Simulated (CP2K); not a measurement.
## HPbNO4 under changes of volume

One of the cells (14.484 Å³/atom); the others are scaled copies at fixed shape and fractional positions:

```xyz
7
Lattice="4.2041 0.0000 0.0000 2.0217 3.8395 0.0000 2.0469 1.2790 6.2813" Properties=species:S:1:pos:R:3 pbc="T T T"
H     6.4119    3.4218    3.9444
Pb    4.2925    4.6959    5.5497
N     2.2802    1.4940    1.8951
O     6.4140    3.5006    4.9249
O     2.3104    1.0037    0.7095
O     2.3185    0.7238    2.8804
O     2.2113    2.7408    2.0273
```

The cell was built by a generator and needn't be a form met in nature.

| Item | Value |
| --- | --- |
| Program | CP2K 2026.2 |
| Functional | PBE |
| Potentials or basis | POTENTIAL_UZH H GTH-PBE-q1, Pb GTH-PBE-q4, N GTH-PBE-q5, O GTH-PBE-q6; TZVP-MOLOPT-PBE-GTH basis |
| Density cutoff | 8163 eV |
| k mesh | 7 × 7 × 5 |
| Occupations | fermi-dirac, width 0.05 eV |
| Spin | no spin polarisation |

| volume (Å³/atom) | energy over the lowest point (meV/atom) | pressure (GPa) | gap on the mesh (eV) |
| --- | --- | --- | --- |
| 13.615 | 27.79 | 8.5 | 2.77 |
| 13.905 | 14.71 | 6.0 | 2.76 |
| 14.195 | ? | ? | ? |
| 14.484 | 1.24 | 1.6 | 2.74 |
| 14.774 | 0.00 | -0.2 | 2.72 |
| 15.064 | 1.94 | -1.9 | 2.71 |
| 15.353 | 6.82 | -3.4 | 2.69 |

Task: What does the run at 14.195 Å³/atom give?

Result: Energy over the lowest point 6.01 meV/atom; pressure 3.7 GPa; gap on the mesh 2.75 eV.

Worked out: A Birch-Murnaghan fit of order 3 (a polynomial in V^(-2/3)) to the other rows has its minimum at 14.74 Å³/atom with B0 = V·E''(V) = 91 GPa and B' = 4.1 at fixed shape and positions, which overstates the stiffness. It gives 6.01 meV/atom at 14.195 Å³/atom, against the run's 6.01, and -dE/dV = 3.7 GPa, against 3.7. A straight line through the other rows of the gap, of slope -0.652 eV per unit of ln V, gives 2.75 eV, against the run's 2.75.

Energies are extrapolated to zero smearing.

Caveats: spin-orbit coupling is left out, which as a rule narrows the gap of such compounds by several tenths of an eV; an odd mesh through Γ misses points on the zone boundary, where band edges often lie; the basis of atomic orbitals isn't converged, which shifts pressures, moduli and gaps; forces of over 1 eV/Å show positions far from the minimum, so gaps and moduli don't describe the material at rest (some runs).
